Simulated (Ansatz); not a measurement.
**GeH₂S: vertical ionisation energy**

Aim: the vertical ionisation energy of GeH₂S, as cation minus neutral at the neutral's geometry, on several levels, and how well −ε(HOMO) stands in for it.

Method: unrestricted cation, the program's frozen cores in correlated methods; program: Ansatz 0.2.0, Gaussian basis.

Plan: UKS PBE-D4/def2-TZVPP; UKS r2SCAN-D4/def2-TZVPP; UKS PBE0-D4/def2-TZVPP; UKS B3LYP-D4/def2-TZVPP; UKS wB97X-V/def2-TZVPP; UKS wB97M-V/def2-TZVPP; UKS B2PLYP/def2-TZVPP; UHF-CCSD(T)/def2-TZVPP; UHF-CCSD(T)/def2-QZVPP; extrapolation to the limit; then −ε(HOMO) from the neutral's earlier runs with LDA (SPW92), PBE-D4, revPBE-D4, BLYP-D4, r2SCAN-D4, B97M-V, PBE0-D4, B3LYP-D4, r2SCANh-D4, r2SCAN0-D4, HSE06-D4, BHLYP-D4, CAM-B3LYP-D4, LC-ωPBE, ωB97X-V, ωB97M-V.

### 1 Structure used throughout

The geometry comes from an earlier relaxation with PBE0-D4 in a triple-zeta def2 set; it is a stationary point.

SMILES `[SH][GeH]`, 4 atoms, charge 0, spin multiplicity 1.

Atoms are counted from 1 here; the program's logs count them from 0.

Bond lengths: S1–Ge2 2.225 Å, S1–H3 1.342 Å, Ge2–H4 1.595 Å. Angles: Ge2–S1–H3 100.2°, S1–Ge2–H4 93.7°.

### 2 Cation, UKS PBE-D4/def2-TZVPP

in.yaml

```yaml
crystal:
  periodic: [false, false, false]
  atoms:
    - {symbol: S, position_ang: [-0.443273, -1.201847, 0.271669]}
    - {symbol: Ge, position_ang: [-0.841670, 0.737867, -0.743626]}
    - {symbol: H, position_ang: [0.779209, -0.962093, 0.771177]}
    - {symbol: H, position_ang: [0.561234, 1.365874, -0.319420]}
basis:
  gaussian: {orbitals: def2-TZVPP}
total_charge: 1
magnetization: {spin_polarized: true, initial_magnetization: 1}
hamiltonian: {xc: pbe, dispersion: d4}
```

Run with:

```sh
> ansatz run in.yaml --threads 2 --pin off --events-out ev --progress --plain --max-ram 32768MiB --backend cpu
```

The runs that follow: Cation, UKS r2SCAN-D4/def2-TZVPP; Cation, UKS PBE0-D4/def2-TZVPP; Cation, UKS B3LYP-D4/def2-TZVPP; Cation, UKS wB97X-V/def2-TZVPP; Cation, UKS wB97M-V/def2-TZVPP; Cation, UKS B2PLYP (frozen core)/def2-TZVPP; Cation, UHF-CCSD(T)/def2-TZVPP; Cation, UHF-CCSD(T)/def2-QZVPP.

**Question.** What will the summary of the whole plan be? Wanted: ionisation energy, CCSD(T)/CBS; nearest functional by difference; nearest −ε(HOMO); −ε(HOMO) of PBE; T1 of the cation.

As calculated:

| quantity | value |
| --- | --- |
| ionisation energy, CCSD(T)/CBS | 9.65 eV |
| nearest functional by difference | B3LYP-D4 (-0.17 eV) |
| nearest −ε(HOMO) | LC-ωPBE (+0.04 eV) |
| −ε(HOMO) of PBE | 6.05 eV |
| T1 of the cation | 0.020 |

What this shows: Energy differences with functionals land within 0.35 eV of the reference. −ε(HOMO) of PBE misses by 3.6 eV, since self-interaction lifts the level. Among orbital estimates LC-ωPBE comes nearest. Hartree-Fock falls 1.14 eV short, as the neutral has more correlation energy than the cation. Correlated methods include outer-core shells of Ge, which these sets cover unevenly. With outer-core shells in play the reference is unsure by up to some tenths of an eV, so close misses can't be ranked.
